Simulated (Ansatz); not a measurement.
# C2H7In: a ladder of functionals and wavefunction methods

How much do the methods differ for C2H7In? The plan is to run it at one geometry with functionals of several rungs and with coupled cluster. The yardstick is the atomisation energy at the CCSD(T) limit.

The runs use Ansatz 0.2.0, Gaussian basis; functionals in def2-TZVPP, the program's frozen cores in correlated methods.

Levels to be run: LDA (SPW92), PBE-D4, revPBE-D4, BLYP-D4, r2SCAN-D4, B97M-V, PBE0-D4, B3LYP-D4, r2SCANh-D4, r2SCAN0-D4, HSE06-D4, BHLYP-D4, CAM-B3LYP-D4, LC-ωPBE, ωB97X-V, ωB97M-V, B2PLYP, PBE-QIDH; CCSD(T)/def2-SVP; CCSD(T)/def2-TZVPP; MP2/def2-QZVPP; extrapolation to the limit; RPA on PBE.

**1. The relaxed structure**

The geometry comes from an earlier relaxation with PBE0-D4 in a triple-zeta def2 set; it is a stationary point, not always the lowest conformer. In takes the def2 core potential; no spin-orbit term is included.

SMILES `[CH3][InH][CH3]`, 10 atoms, charge 0, spin multiplicity 1.

Atoms are counted from 1 here; the program's logs count them from 0.

Bond lengths: C1–In2 2.160 Å, C1–H4 1.093 Å, C1–H5 1.093 Å, C1–H6 1.090 Å, In2–C3 2.160 Å, In2–H7 1.735 Å, C3–H8 1.090 Å, C3–H9 1.093 Å, C3–H10 1.093 Å. Angles: In2–C1–H4 109.8°, In2–C1–H5 109.9°, In2–C1–H6 112.0°, H4–C1–H5 107.4°, H4–C1–H6 108.8°, H5–C1–H6 108.9°, C1–In2–C3 118.8°, C1–In2–H7 120.6°, C3–In2–H7 120.6°, In2–C3–H8 112.0°, In2–C3–H9 109.9°, In2–C3–H10 109.8°, H8–C3–H9 108.8°, H8–C3–H10 108.8°, H9–C3–H10 107.4°.

**2. LDA**

This LDA is Slater exchange with PW92 correlation.

File in.yaml:

```yaml
crystal:
  periodic: [false, false, false]
  atoms:
    - {symbol: C, position_ang: [-1.218338, 1.119925, -0.869329]}
    - {symbol: In, position_ang: [0.690178, 0.459746, -0.103942]}
    - {symbol: C, position_ang: [0.795647, -1.428661, 0.938589]}
    - {symbol: H, position_ang: [-1.590263, 0.401331, -1.603821]}
    - {symbol: H, position_ang: [-1.949253, 1.166032, -0.058626]}
    - {symbol: H, position_ang: [-1.152172, 2.100321, -1.340759]}
    - {symbol: H, position_ang: [2.113053, 1.427918, -0.324315]}
    - {symbol: H, position_ang: [1.808668, -1.656107, 1.270000]}
    - {symbol: H, position_ang: [0.449258, -2.233236, 0.285487]}
    - {symbol: H, position_ang: [0.136222, -1.408468, 1.809615]}
basis:
  gaussian: {orbitals: def2-TZVPP}
hamiltonian: {xc: lda}
output: {orbitals: {seedname: orbitals}}
```

Further steps of the session: PBE-D4 (GGA); revPBE-D4 (GGA); BLYP-D4 (GGA); r2SCAN-D4 (meta-GGA); B97M-V (meta-GGA); PBE0-D4 (hybrid); B3LYP-D4 (hybrid); r2SCANh-D4 (hybrid); r2SCAN0-D4 (hybrid); HSE06-D4 (hybrid); BHLYP-D4 (hybrid); CAM-B3LYP-D4 (range-separated); LC-ωPBE-D4 (range-separated); ωB97X-V (range-separated); ωB97M-V (range-separated); B2PLYP (double hybrid); PBE-QIDH (double hybrid); CCSD(T) in def2-SVP; CCSD(T) in def2-TZVPP; MP2 in def2-QZVPP; RPA on PBE orbitals.

**Question.** What will the summary of the whole plan be? Wanted: atomisation energy, CCSD(T)/CBS; farthest beyond LDA; mean size of error, GGA; mean size of error, meta-GGA; mean size of error, hybrid; mean size of error, range-separated; mean size of error, double hybrid; gap, smallest and largest; T1 diagnostic.

**Answer**, as computed:

```
                               quantity                                                                                                                              value
        atomisation energy, CCSD(T)/CBS                                                                                                                          33.710 eV
    functionals within 0.337 eV (1.0 %)  PBE-D4, r2SCAN-D4, B97M-V, PBE0-D4, B3LYP-D4, r2SCANh-D4, r2SCAN0-D4, HSE06-D4, CAM-B3LYP-D4, LC-ωPBE, ωB97X-V, ωB97M-V, PBE-QIDH
                    farthest beyond LDA                                                                                                               BHLYP-D4 (-0.771 eV)
                mean size of error, GGA                                                                                                                           0.411 eV
           mean size of error, meta-GGA                                                                                                                           0.065 eV
             mean size of error, hybrid                                                                                                                           0.306 eV
    mean size of error, range-separated                                                                                                                           0.034 eV
      mean size of error, double hybrid                                                                                                                           0.394 eV
              gap, smallest and largest                                                                                              3.97 eV (BLYP-D4), 10.50 eV (LC-ωPBE)
                          T1 diagnostic                                                                                                                             0.0117
triples share of the correlation energy                                                                                                                              3.3 %
```

**Reading.** LDA overbinds by 3.969 eV (12 %). PBE-D4 misses by +0.047 eV. Double hybrids carry the basis error of their MP2 part in triple zeta, and no dispersion term here, so their miss is partly the set-up's. The rungs range-separated, meta-GGA, hybrid miss on average by less than the doubt on the reference (0.337 eV), so they tie. The reference freezes the cores and leaves out spin-orbit coupling and excitations past (T), and its outer-core shells are covered unevenly, so misses under about 0.337 eV can't be ranked. All levels share the lack of spin-orbit coupling, which lowers the free heavy atoms and so the true binding. Hartree-Fock recovers 75 % of the binding; the rest is correlation. CCSD(T) in def2-SVP is off by -1.698 eV, which most functionals beat. The gap grows from 4.0 to 10.5 eV across the functionals, mostly with the share of exact exchange. Correlated methods include outer-core shells of In, which these sets cover unevenly.
